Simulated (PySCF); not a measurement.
# From one method to the next for ClSn2⁺

Starting from one script, swap the method and compare what comes out for ClSn2⁺.

Method: each script names its method and basis; program: PySCF 2.14.0.

1 further run of the same task is left out (it didn't finish).

**1. The system as given**

ClSn2⁺: 3 atoms, charge 1, spin multiplicity 1.

Bond lengths: Cl1–Sn2 2.572 Å, Cl1–Sn3 2.572 Å, Sn2–Sn3 3.025 Å. Angles: Sn2–Cl1–Sn3 72.0°, Cl1–Sn2–Sn3 54.0°, Cl1–Sn3–Sn2 54.0°.

**2. The base run**

input.py

```python
from pyscf import gto, dft
from pyscf.geomopt.geometric_solver import optimize

mol = gto.M(
    atom='Cl 0 0 -1.8156; Sn 1.5124 0 0.2649; Sn -1.5124 0 0.2649',
    basis='lanl2dz',
    ecp={'Cl': 'lanl2dz', 'Sn': 'lanl2dz'},
    charge=1,
    spin=0,
    verbose=4,
)
mf = dft.RKS(mol, xc='lc_wpbe')
mf.kernel()
g = mf.nuc_grad_method()
g.grid_response = True
mol_eq = optimize(g.as_scanner(), maxsteps=30)
print('optimised geometry (angstrom)')
print(mol_eq.tostring('raw'))
print('orbital energies (hartree):', mf.mo_energy[..., max(0, mol.nelec[1]-3):mol.nelec[0]+3].round(4))
```

Command:

```bash
> OMP_NUM_THREADS=1 python input.py
```

**3. Pbe**

Run 1 changes functional: lc_wpbe → pbe.

Changes to input.py since step 2:

```diff
@@ -11,3 +11,3 @@
 )
-mf = dft.RKS(mol, xc='lc_wpbe')
+mf = dft.RKS(mol, xc='pbe')
 mf.kernel()
```

**4. ROKS**

Run 2 changes SCF type: RKS → ROKS.

Changes to input.py since step 2:

```diff
@@ -11,3 +11,3 @@
 )
-mf = dft.RKS(mol, xc='lc_wpbe')
+mf = dft.ROKS(mol, xc='lc_wpbe')
 mf.kernel()
```

**5. MP2 (RHF)**

Run 3 changes step after the SCF: optimize → mp2; SCF type: RKS → RHF; functional: lc_wpbe → none (Hartree–Fock).

input.py

```python
from pyscf import gto, scf, mp

mol = gto.M(
    atom='Cl 0 0 -1.8156; Sn 1.5124 0 0.2649; Sn -1.5124 0 0.2649',
    basis='lanl2dz',
    ecp={'Cl': 'lanl2dz', 'Sn': 'lanl2dz'},
    charge=1,
    spin=0,
    verbose=4,
)
mf = scf.RHF(mol)
mf.kernel()
mp.MP2(mf).kernel()
mf.dip_moment()
print('orbital energies (hartree):', mf.mo_energy[..., max(0, mol.nelec[1]-3):mol.nelec[0]+3].round(4))
```

**6. UKS**

Run 4 changes SCF type: RKS → UKS.

Changes to input.py since step 2:

```diff
@@ -11,3 +11,3 @@
 )
-mf = dft.RKS(mol, xc='lc_wpbe')
+mf = dft.UKS(mol, xc='lc_wpbe')
 mf.kernel()
@@ -18,2 +18,2 @@
 print(mol_eq.tostring('raw'))
-print('orbital energies (hartree):', mf.mo_energy[..., max(0, mol.nelec[1]-3):mol.nelec[0]+3].round(4))
+print('orbital energies (hartree):', [e[max(0, n-3):n+3].round(4) for e, n in zip(mf.mo_energy, mol.nelec)])
```

**7. Mn15**

Run 5 changes functional: lc_wpbe → mn15.

Changes to input.py since step 2:

```diff
@@ -11,3 +11,3 @@
 )
-mf = dft.RKS(mol, xc='lc_wpbe')
+mf = dft.RKS(mol, xc='mn15')
 mf.kernel()
```

What does the calculation give? Wanted: for each run, E(SCF); from base; gap; after the SCF.

The runs gave:

```tsv
run	E(SCF) (hartree)	from base (eV)	cycles	gap (eV)	after the SCF
base	-21.482583	0	10	5.87	-0.026 eV
pbe	-21.482055	not comparable	10	0.51	-0.084 eV
ROKS	-21.482583	0.0000	10	n/a	-0.026 eV
MP2 (RHF)	-21.002649	not comparable	10	6.13	MP2 correlation -2.422 eV
UKS	-21.482583	0.0000	10	5.87	-0.026 eV
mn15	-21.354096	not comparable	10	2.47	-0.049 eV
```

SCF columns refer to the geometry typed in the script.

In words: The SCF energy stays the same, to the digits that matter, with ROKS or UKS. The gap between the frontier levels is 0.5 eV with pbe (0 % exact exchange) and 2.5 eV with mn15 (44 %): exact exchange opens it. Total energies of different functionals can't be compared with each other; differences within one functional can. With ROKS, UKS the path hardly changes: 10 cycles against 10.
